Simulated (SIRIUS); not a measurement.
# In2S (P-4m2) in SIRIUS: notebook

The runs below take In2S through single point, with PBE.

Everything below comes from runs of SIRIUS 7.10.0. Logs are shortened: lines on timing, memory, paths and dates and some standing lists are left out, and cuts for length are marked. The log counts tension as positive stress, the text compression.

## 1. Starting point

The structure is tetragonal, space group P-4m2 (No. 115). The conventional cell has a = 3.943 Å, b = 3.943 Å, c = 5.435 Å, α = 90.00°, β = 90.00°, γ = 90.00°. In (site symmetry 2mm) is surrounded by 2 S at 2.70 Å. Around S (site symmetry -4m2) lie 4 In at 2.70 Å.

The cell was built by a generator and needn't be a form met in nature.

## 2. Single point, PBE

Contents of sirius.json:

```json
{
  "control": {
    "processing_unit": "cpu",
    "verbosity": 2,
    "num_bands_to_print": 25,
    "print_forces": true,
    "print_stress": true
  },
  "parameters": {
    "electronic_structure_method": "pseudopotential",
    "xc_functionals": ["XC_GGA_X_PBE", "XC_GGA_C_PBE"],
    "gk_cutoff": 8.4,
    "pw_cutoff": 16.8,
    "ngridk": [5, 5, 4],
    "shiftk": [0, 0, 0],
    "smearing": "fermi_dirac",
    "smearing_width": 0.0018374661,
    "num_bands": 25,
    "num_mag_dims": 0,
    "num_dft_iter": 100,
    "energy_tol": 1e-08,
    "density_tol": 1e-06
  },
  "iterative_solver": {
    "type": "davidson",
    "min_tolerance": 1e-09,
    "tolerance_scale": [0.1, 0.25]
  },
  "mixer": {
    "type": "anderson",
    "beta": 0.7,
    "max_history": 8
  },
  "settings": {
    "tol_ne": 1e-10,
    "pseudo_grid_cutoff": 6.5
  },
  "unit_cell": {
    "lattice_vectors": [
      [7.451303492967, 0.0, 0.0],
      [0.0, 7.451303492967, 0.0],
      [0.0, 0.0, 10.270567001035]
    ],
    "atom_coordinate_units": "lattice",
    "atom_types": ["In", "S"],
    "atom_files": {
      "S": "S.json",
      "In": "In.json"
    },
    "atoms": {
      "In": [
        [0.5, 0.0, 0.66115],
        [0.0, 0.5, 0.33885]
      ],
      "S": [
        [0.0, 0.0, 0.0]
      ]
    }
  }
}
```

Potentials or basis: PseudoDojo 0.4.1 PBE standard (scalar relativistic).

Command:

```bash
$ upf_to_json S.upf
$ upf_to_json In.upf
$ OMP_NUM_THREADS=1 sirius.scf --input=sirius.json --output=out.json --task=0
```

Output:

```text
[info] SIRIUS version : 7.10.0
[info] number of MPI ranks           : 1
[info] MPI grid                      : 1 1
[info] maximum number of OMP threads : 1
[fft] FFT context for density and potential
[fft] =====================================
[fft]   comm size                             : 1
[fft]   plane wave cutoff                     : 16.8
[fft]   grid size                             : 45 45 60   total : 121500
[fft]   grid limits                           : -22 22   -22 22   -29 30
[fft]   number of G-vectors within the cutoff : 22866
[fft]   local number of G-vectors             : 22866
[fft]   number of G-shells                    : 3321
[fft] FFT context for coarse grid
[fft] =====================================
[fft]   comm size                             : 1
[fft]   plane wave cutoff                     : 16.8
[fft]   grid size                             : 45 45 60   total : 121500
[fft]   grid limits                           : -22 22   -22 22   -29 30
[fft]   number of G-vectors within the cutoff : 22866
[fft]   local number of G-vectors             : 22866
[fft]   number of G-shells                    : 3321
[unit cell] lattice vectors
[unit cell]   a1 :       7.4513034930      0.0000000000      0.0000000000
[unit cell]   a2 :       0.0000000000      7.4513034930      0.0000000000
[unit cell]   a3 :       0.0000000000      0.0000000000     10.2705670010
[unit cell] reciprocal lattice vectors
[unit cell]   b1 :       0.8432330415      0.0000000000      0.0000000000
[unit cell]   b2 :       0.0000000000      0.8432330415      0.0000000000
[unit cell]   b3 :       0.0000000000      0.0000000000      0.6117661573
[unit cell] unit cell volume :       570.24163784 [a.u.^3]
[unit cell] 1/sqrt(omega)    :         0.04187652
[unit cell] MT volume        :         0.00000000 ( 0.00%)
[unit cell] IT volume        :       570.24163784 (100.00%)
[unit cell] number of atom types : 2
[unit cell] type id : 0 symbol : In mt_radius :  19.630000 num_atoms : 2
[unit cell] type id : 1 symbol :  S mt_radius :  11.450000 num_atoms : 1
[unit cell] total number of atoms : 3
[unit cell] number of symmetry classes : 2
[unit cell] number of PAW atoms : 0
[unit cell] atom id  type id  class id             position                      vector_field
[unit cell] ------------------------------------------------------------------------------------------
[unit cell]      0        0        0      0.50000   0.00000   0.66115      0.00000   0.00000   0.00000
[unit cell]      1        0        0      0.00000   0.50000   0.33885      0.00000   0.00000   0.00000
[unit cell]      2        1        1      0.00000   0.00000   0.00000      0.00000   0.00000   0.00000
[unit cell] atom id         position (Cartesian, a.u.)
[unit cell] ---------------------------------------------
[unit cell]      0       3.725652    0.000000    6.790385
[unit cell]      1       0.000000    3.725652    3.480182
[unit cell]      2       0.000000    0.000000    0.000000
[unit cell] class id : 0 atom id : 0 1
[unit cell] class id : 1 atom id : 2
[unit cell] minimum bond length:     5.098249
[unit cell] total number of pseudo wave-functions: 22
[sym] space group number   : 115
[sym] international symbol : P-4m2
[sym] Hall symbol          : P -4 -2
[sym] space group transformation matrix :
[sym]   1.0000  0.0000  0.0000
[sym]   0.0000  1.0000  0.0000
[sym]   0.0000  0.0000  1.0000
[sym] space group origin shift :
[sym]   0.0000  0.0000  0.0000
[sym] number of space group operations  : 8
[... 263 lines left out ...]
[find] Hartree energy of density residual : 9.751627555053e-10
[find] | SCF iteration   9 out of 100|
[diagonalize] iterative solver tolerance (occupied, empty): 6.8249e-09 6.8249e-09
[diagonalize] average number of iterations: 4
[find] Total energy                   :    -143.97145793 (Ha),    -287.94291585 (Ry)
[find] Free energy (E-TS)             :    -143.97161892 (Ha),    -287.94323784 (Ry)
[find] band gap (eV)                  :       0.00000000
[find] Efermi                         :       0.26566948
[find] iteration : 9, RMS : 2.838626318500e-07, energy difference : -2.262072484882e-08
[find] Hartree energy of density residual : 2.036640770885e-11
[find] bands are converged : true
[find] iterative solver converged : false
[find] +------------------------------+
[find] | SCF iteration  10 out of 100|
[find] +------------------------------+
[diagonalize] iterative solver tolerance (occupied, empty): 1.70623e-09 1.70623e-09
[diagonalize] average number of iterations: 4.44444
[diagonalize] Lowest band energies
[diagonalize] ik:    0   -0.270272   -0.262942   -0.262503   -0.262503   -0.261787   -0.259393   -0.257148   -0.256175   -0.256175   -0.254935   -0.205296    0.038281    0.078181    0.184253    0.184253    0.326930    0.349609    0.406284    0.406284    0.449808    0.493056    0.493056    0.505651    0.513355    0.607425
[diagonalize] ik:    1   -0.268958   -0.264080   -0.263520   -0.262852   -0.260784   -0.259613   -0.258012   -0.255783   -0.255762   -0.254971   -0.199219    0.045184    0.083893    0.155684    0.188904    0.292588    0.348351    0.371786    0.413723    0.463765    0.488621    0.493912    0.524467    0.583685    0.619339
[diagonalize] ik:    2   -0.268067   -0.264213   -0.264127   -0.263659   -0.262027   -0.258322   -0.257830   -0.256386   -0.255454   -0.254750   -0.188584    0.045529    0.102305    0.142222    0.196947    0.217069    0.297857    0.394806    0.430069    0.482591    0.482863    0.528493    0.530452    0.595962    0.606055
[diagonalize] ik:    3   -0.269005   -0.264261   -0.263626   -0.262785   -0.260486   -0.259239   -0.258378   -0.256135   -0.255714   -0.254899   -0.193686    0.053576    0.086895    0.158187    0.166764    0.291948    0.321900    0.360908    0.388477    0.438074    0.498657    0.524794    0.562510    0.566969    0.612428
[diagonalize] ik:    4   -0.270316   -0.264481   -0.262458   -0.262113   -0.260656   -0.259163   -0.258317   -0.256918   -0.255478   -0.254778   -0.183887    0.056295    0.099412    0.148012    0.180776    0.225548    0.297499    0.350806    0.378874    0.437932    0.510730    0.514518    0.548454    0.586244    0.611057
[diagonalize] ...
[diagonalize] ik:   13   -0.267082   -0.264646   -0.263732   -0.262572   -0.261954   -0.259670   -0.257444   -0.256375   -0.256080   -0.254821   -0.195373   -0.004016    0.138799    0.195831    0.196789    0.249824    0.301729    0.371041    0.416628    0.454955    0.498316    0.543606    0.561539    0.572790    0.588083
[diagonalize] ik:   14   -0.270316   -0.264638   -0.263841   -0.263247   -0.260159   -0.258954   -0.257760   -0.256863   -0.255023   -0.254510   -0.184452    0.033321    0.083710    0.141632    0.200476    0.256094    0.323109    0.399146    0.415262    0.478529    0.486190    0.494625    0.534551    0.578739    0.581821
[diagonalize] ik:   15   -0.267792   -0.264419   -0.264125   -0.261847   -0.261759   -0.259615   -0.257701   -0.256443   -0.256343   -0.255123   -0.189152    0.008919    0.133072    0.160114    0.198909    0.242664    0.325414    0.329716    0.430218    0.467812    0.498605    0.506803    0.574915    0.589779    0.611641
[diagonalize] ik:   16   -0.269721   -0.264925   -0.264020   -0.261743   -0.259885   -0.258947   -0.257862   -0.257191   -0.256573   -0.255131   -0.178675    0.044707    0.090010    0.153291    0.162225    0.242857    0.337377    0.363287    0.386179    0.423397    0.482971    0.510148    0.558937    0.619423    0.631969
[diagonalize] ik:   17   -0.269249   -0.264752   -0.263619   -0.261150   -0.260256   -0.259051   -0.259006   -0.256880   -0.256832   -0.255907   -0.168943    0.073213    0.096023    0.121135    0.183976    0.205594    0.274336    0.337930    0.368926    0.441642    0.483215    0.503455    0.578154    0.581225    0.642522
[find] Charges and magnetic moments
[find] --------------------------------------------------------------------------------
[find] total charge          : 32.000000
[find] Energy
[find] --------------------------------------------------------------------------------
[find] valence_eval_sum               :      -4.14010829
[find] <rho|V^{XC}>                   :     -26.12716963
[find] <rho|E^{XC}>                   :     -43.21628443
[find] <mag|B^{XC}>                   :       0.00000000
[find] <rho|V^{H}>                    :      70.35755715
[find] one-electron contribution      :     -48.37049581 (Ha),     -96.74099161 (Ry)
[find] hartree contribution           :      35.17877858
[find] xc contribution                :     -43.21628443
[find] ewald contribution             :     -87.56345573
[find] PAW contribution               :       0.00000000
[find] smearing (-TS)                 :      -0.00016099
[find] SCF correction                 :      -0.00000054
[find] Total energy                   :    -143.97145793 (Ha),    -287.94291586 (Ry)
[find] Free energy (E-TS)             :    -143.97161893 (Ha),    -287.94323785 (Ry)
[find] band gap (eV)                  :       0.00000000
[find] Efermi                         :       0.26566965
[find] iteration : 10, RMS : 8.006697291876e-08, energy difference : -5.030813099438e-09
[find] Hartree energy of density residual : 2.723195975333e-12
[find] bands are converged : true
[find] iterative solver converged : true
[find] converged after 11 SCF iterations!
[find] Charges and magnetic moments
[find] --------------------------------------------------------------------------------
[find] total charge          : 32.000000
[find] Energy
[find] --------------------------------------------------------------------------------
[find] valence_eval_sum               :      -4.14010829
[find] <rho|V^{XC}>                   :     -26.12716963
[find] <rho|E^{XC}>                   :     -43.21628443
[find] <mag|B^{XC}>                   :       0.00000000
[find] <rho|V^{H}>                    :      70.35755715
[find] one-electron contribution      :     -48.37049581 (Ha),     -96.74099161 (Ry)
[find] hartree contribution           :      35.17877858
[find] xc contribution                :     -43.21628443
[find] ewald contribution             :     -87.56345573
[find] PAW contribution               :       0.00000000
[find] smearing (-TS)                 :      -0.00016099
[find] SCF correction                 :      -0.00000054
[find] Total energy                   :    -143.97145793 (Ha),    -287.94291586 (Ry)
[find] Free energy (E-TS)             :    -143.97161893 (Ha),    -287.94323785 (Ry)
[find] band gap (eV)                  :       0.00000000
[find] Efermi                         :       0.26566965
[ground_state] === stress tensor components [kbar] ===
[ground_state] === stress_kin ===
[ground_state] -30112.263320    0.000000    0.000000
[ground_state]     0.000000-30112.263320    0.000000
[ground_state]     0.000000    0.000000-30099.397814
[ground_state] === stress_har ===
[ground_state] -6481.038083    0.000000    0.000000
[ground_state]     0.000000-6481.038083    0.000000
[ground_state]     0.000000    0.000000-5188.041160
[ground_state] === stress_ewald ===
[ground_state] 14689.639482    0.000000    0.000000
[ground_state]     0.00000014689.639482    0.000000
[ground_state]     0.000000    0.00000015798.156391
[ground_state] === stress_vloc ===
[ground_state]  5364.059166    0.000000   -0.000000
[ground_state]     0.000000 5364.059166   -0.000000
[ground_state]    -0.000000   -0.000000 2966.912251
[ground_state] === stress_xc ===
[ground_state] -8564.584339    0.000000    0.000000
[ground_state]     0.000000-8564.584339    0.000000
[ground_state]     0.000000    0.000000-8569.280638
[ground_state] === stress_core ===
[ground_state] 13069.593463    0.000000    0.000000
[ground_state]     0.00000013069.593463   -0.000000
[ground_state]     0.000000   -0.00000013068.962289
[ground_state] === stress_nonloc ===
[ground_state] 12032.305303    0.000000   -0.000000
[ground_state]     0.00000012032.305303   -0.000000
[ground_state]    -0.000000   -0.00000012023.752698
[ground_state] === stress_us_nl ===
[ground_state] 12032.305303    0.000000   -0.000000
[ground_state]     0.00000012032.305303   -0.000000
[ground_state]    -0.000000   -0.00000012023.752698
[ground_state] === stress_total ===
[ground_state]    -2.288328    0.000000   -0.000000
[ground_state]     0.000000   -2.288328   -0.000000
[ground_state]    -0.000000   -0.000000    1.064017
[ground_state] ==== total Forces in Ha/bohr =====
[ground_state] atom:    0, force:      -0.0000000      0.0000000      0.0001891
[ground_state] atom:    1, force:      -0.0000000     -0.0000000     -0.0001891
[ground_state] atom:    2, force:       0.0000000     -0.0000000      0.0000000
[ground_state] ==== ultrasoft contribution from Qij =====
[ground_state] atom:    0, force:       0.0000000      0.0000000      0.0000000
[ground_state] atom:    1, force:       0.0000000      0.0000000      0.0000000
[ground_state] atom:    2, force:       0.0000000      0.0000000      0.0000000
[ground_state] ==== non-local contribution from Beta-projector =====
[ground_state] atom:    0, force:      -0.0000000      0.0000000      0.1241830
[ground_state] atom:    1, force:       0.0000000      0.0000000     -0.1241830
[ground_state] atom:    2, force:       0.0000000      0.0000000      0.0000000
[ground_state] ==== contribution from local potential =====
[ground_state] atom:    0, force:       0.0000000      0.0000000     -1.5168560
[ground_state] atom:    1, force:       0.0000000      0.0000000      1.5168560
[ground_state] atom:    2, force:       0.0000000      0.0000000      0.0000000
[ground_state] ==== contribution from core density =====
[ground_state] atom:    0, force:       0.0000000      0.0000000     -0.0005544
[ground_state] atom:    1, force:      -0.0000000      0.0000000      0.0005544
[ground_state] atom:    2, force:       0.0000000      0.0000000      0.0000000
[ground_state] ==== Ewald forces from ions =====
[ground_state] atom:    0, force:       0.0000000      0.0000000      1.3934165
[ground_state] atom:    1, force:       0.0000000      0.0000000     -1.3934165
[ground_state] atom:    2, force:       0.0000000     -0.0000000      0.0000000
[~DFT_ground_state] local op. applied: 12704
[~DFT_ground_state] evp. work count: 2035.93
[~DFT_ground_state] number of iterative solver steps: 907
```

Wall time 72 s (1 thread of Arm Neoverse V1, shared host); peak memory 0.48 GiB.

Results:

| Item | Value |
| --- | --- |
| Free energy | -3917.6673 eV |
| Pressure | 0.1 GPa |
| Largest force | 0.010 eV/Å |
| Band gap on the k mesh | none (metal or under the smearing width) |

Forces in eV/Å, atoms in the order of the input:
```
In   0.000  0.000  0.010
In   0.000  0.000 -0.010
S    0.000  0.000  0.000
```

[end of part 1 of 2]
